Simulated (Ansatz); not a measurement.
# C5H12O3: one species, many methods

One table from this session's results is given with a row withheld; the runs are named, their logs left out.

Computed with Ansatz 0.2.0, Gaussian basis. Level: functionals in def2-TZVPP, the program's frozen cores in correlated methods.

The runs, in order: LDA (SPW92), PBE-D4, revPBE-D4, BLYP-D4, r2SCAN-D4, B97M-V, PBE0-D4, B3LYP-D4, r2SCANh-D4, r2SCAN0-D4, HSE06-D4, BHLYP-D4, CAM-B3LYP-D4, LC-ωPBE, ωB97X-V, ωB97M-V, B2PLYP, PBE-QIDH; CCSD(T)/def2-SVP; CCSD(T)/def2-TZVPP; MP2/def2-QZVPP; extrapolation to the limit; RPA on PBE.

### Structure used throughout

All runs share one geometry, relaxed beforehand with PBE0-D4 in a triple-zeta def2 set.

20 atoms, charge 0, spin multiplicity 1.

Atoms are counted from 1 here; the program's logs count them from 0.

Bond lengths: C1–O2 1.416 Å, C1–H9 1.093 Å, C1–H10 1.090 Å, C1–H11 1.092 Å, O2–C3 1.384 Å, C3–C4 1.518 Å, C3–O5 1.390 Å, C3–O7 1.407 Å, C4–H12 1.089 Å, C4–H13 1.089 Å, C4–H14 1.090 Å, O5–C6 1.408 Å, C6–H15 1.096 Å, C6–H16 1.092 Å, C6–H17 1.090 Å, O7–C8 1.407 Å, C8–H18 1.095 Å, C8–H19 1.090 Å and more. Angles: O2–C1–H9 111.4°, O2–C1–H10 106.0°, O2–C1–H11 111.2°, H9–C1–H10 109.5°, H9–C1–H11 109.1°, H10–C1–H11 109.6°, C1–O2–C3 115.5°, O2–C3–C4 106.4°, O2–C3–O5 107.4°, O2–C3–O7 111.5°, C4–C3–O5 112.8°, C4–C3–O7 112.9°, O5–C3–O7 105.8°, C3–C4–H12 110.3°, C3–C4–H13 108.7°, C3–C4–H14 110.8°, H12–C4–H13 108.4°, H12–C4–H14 108.9° and more.

Set-up of the first run:

The input, in.yaml:

```yaml
crystal:
  periodic: [false, false, false]
  atoms:
    - {symbol: C, position_ang: [-0.211675, -1.014341, -2.125638]}
    - {symbol: O, position_ang: [0.126302, -1.298166, -0.780594]}
    - {symbol: C, position_ang: [0.271490, -0.195064, 0.042489]}
    - {symbol: C, position_ang: [0.752078, -0.721597, 1.382177]}
    - {symbol: O, position_ang: [1.188529, 0.657476, -0.562187]}
    - {symbol: C, position_ang: [1.443139, 1.880874, 0.087457]}
    - {symbol: O, position_ang: [-0.925514, 0.538106, 0.139197]}
    - {symbol: C, position_ang: [-2.008843, -0.132834, 0.735856]}
    - {symbol: H, position_ang: [-1.074062, -0.345272, -2.186811]}
    - {symbol: H, position_ang: [-0.461372, -1.971838, -2.581693]}
    - {symbol: H, position_ang: [0.628145, -0.563170, -2.657718]}
    - {symbol: H, position_ang: [0.101391, -1.523259, 1.729158]}
    - {symbol: H, position_ang: [1.757476, -1.122687, 1.259381]}
    - {symbol: H, position_ang: [0.764185, 0.072310, 2.129147]}
    - {symbol: H, position_ang: [1.951596, 1.733738, 1.047289]}
    - {symbol: H, position_ang: [0.524493, 2.449200, 0.249101]}
    - {symbol: H, position_ang: [2.104665, 2.443567, -0.570838]}
    - {symbol: H, position_ang: [-2.145043, -1.132837, 0.312153]}
    - {symbol: H, position_ang: [-2.897348, 0.464264, 0.530249]}
    - {symbol: H, position_ang: [-1.889624, -0.218459, 1.821815]}
basis:
  gaussian: {orbitals: def2-TZVPP}
hamiltonian: {xc: lda}
output: {orbitals: {seedname: orbitals}}
```

Command:

```
$ ansatz run in.yaml --threads 2 --pin off --events-out ev --progress --plain --max-ram 32768MiB --backend cuda --devices 0, --max-vram 18GiB
```

Steps of the session up to this table: LDA; PBE-D4 (GGA); revPBE-D4 (GGA); BLYP-D4 (GGA); r2SCAN-D4 (meta-GGA); B97M-V (meta-GGA); PBE0-D4 (hybrid); B3LYP-D4 (hybrid); r2SCANh-D4 (hybrid); r2SCAN0-D4 (hybrid); HSE06-D4 (hybrid); BHLYP-D4 (hybrid); CAM-B3LYP-D4 (range-separated); LC-ωPBE (range-separated); ωB97X-V (range-separated); ωB97M-V (range-separated); B2PLYP (double hybrid); PBE-QIDH (double hybrid).

One of the session's tables, all rows but one given; the rest of the session is left out.

It belongs to the step «Frontier levels by functional». 

```
  functional  HOMO (eV)  LUMO (eV)  gap (eV)
 LDA (SPW92)      -6.26       0.35      6.61
      PBE-D4      -6.11       0.51      6.63
   revPBE-D4      -6.05       0.60      6.65
     BLYP-D4      -6.03       0.50      6.53
   r2SCAN-D4      -6.44       1.29      7.73
      B97M-V      -6.63       0.64      7.27
     PBE0-D4      -7.71       1.31      9.02
    B3LYP-D4      -7.48       0.97      8.45
  r2SCANh-D4      -7.04       1.52      8.56
  r2SCAN0-D4      -7.95       1.83      9.78
    HSE06-D4      -7.31       0.94      8.25
    BHLYP-D4      -9.27       1.88     11.16
CAM-B3LYP-D4      -9.18       2.05     11.23
     LC-ωPBE     -10.48       3.36     13.84
     ωB97X-V          ?          ?         ?
     ωB97M-V     -10.14       2.69     12.82
```

Q: Estimate the row for ωB97X-V from the others.

The run gave: HOMO (eV): -10.19; LUMO (eV): 3.14; gap (eV): 13.32. In the column «HOMO (eV)» it lies between LC-ωPBE (-10.48) and ωB97M-V (-10.14).
